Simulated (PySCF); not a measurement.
# C3H6O2Si: electronic excitations and core binding energies

What electronic excitations and core binding energies should C3H6O2Si (`C=CO[SiH2]C=O`) show?

Computed with PySCF 2.14.0, with density-fitted response routines of our own, on a single molecule in the gas phase. Atoms are numbered from 0 throughout.

## Step 1: The molecule as given

12 atoms, charge 0, multiplicity 1; geometry from: GFN2-xTB.

Bonds of the start (Å): C0–C1 1.32, C1–O2 1.35, O2–Si3 1.62, Si3–C4 1.91, C4–O5 1.20, C0–H6 1.07, C0–H7 1.08, C1–H8 1.08, Si3–H9 1.46, Si3–H10 1.46, C4–H11 1.11.

## Step 2: Ultraviolet spectrum: CAM-B3LYP/def2-SVPD

The job: settings as JSON, then the geometry in Å.

```
{"job": {"kind": "uv", "xc": "CAM-B3LYP", "basis": "def2-SVPD", "nstates": 8, "ntriplets": 3}, "charge": 0, "multiplicity": 1}
C     -2.577695     0.143305    -0.023988
C     -1.451774    -0.546521    -0.050374
O     -0.240506     0.052606    -0.032839
Si     1.272942    -0.534116    -0.055736
C      2.263231     1.098400    -0.005269
O      3.466170     1.139815    -0.007732
H     -3.529204    -0.352662    -0.037086
H     -2.572237     1.218040     0.012978
H     -1.435594    -1.628967    -0.086330
H      1.561969    -1.359371     1.117128
H      1.555473    -1.281218    -1.281278
H      1.688424     2.050004     0.027738
```

Level: TDDFT CAM-B3LYP/def2-SVPD, vertical, gas phase, core orbitals frozen in the response.

On the command line:

```console
$ OMP_NUM_THREADS=1 python probes_run.py task.json out
```

The driver reads the jobs from task.json and runs them one after another.

**Question.** This job is followed by: delta-SCF UKS SCAN, pcX-2 on the ionised atom, pcseg-1 elsewhere, spin-free X2C. Predict these results of the whole session: lowest singlet (CAM-B3LYP/def2-SVPD); brightest single state of those computed; lowest triplet; C1s binding energies, SCAN/pcX-2 (standing for 2 of 3 atoms); O1s binding energies, SCAN/pcX-2 (standing for 1 of 2 atoms); Si1s binding energies, SCAN/pcX-2; Si2p binding energies, SCAN/pcX-2.

**Answer**, as computed:

| quantity | value |
| --- | --- |
| lowest singlet (CAM-B3LYP/def2-SVPD) | 3.21 eV (386 nm), f = 0.001 |
| brightest single state of those computed | state 7, 7.22 eV, f = 0.401 |
| lowest triplet | 2.52 eV |
| C1s binding energies, SCAN/pcX-2 (standing for 2 of 3 atoms) | C1 292.53, C0 290.17 eV |
| O1s binding energies, SCAN/pcX-2 (standing for 1 of 2 atoms) | O2 538.94 eV |
| Si1s binding energies, SCAN/pcX-2 | Si3 1847.48 eV |
| Si2p binding energies, SCAN/pcX-2 | Si3 107.86 eV |

The first singlet state (HOMO−1→LUMO 0.95) lies at 3.21 eV and is dark; of the 8 states computed, the strongest absorption comes from state 7 at 7.22 eV. The lowest triplet lies 0.69 eV below the lowest singlet (triplets in Tamm-Dancoff, singlets in full TDDFT). The C1s levels kept as sound span 2.36 eV, from C0 (β carbon of an enol-ether or enamine type C=C) up to C1 (alkene carbon bearing oxygen). Only 2 of the 3 C atoms are covered by sound results.
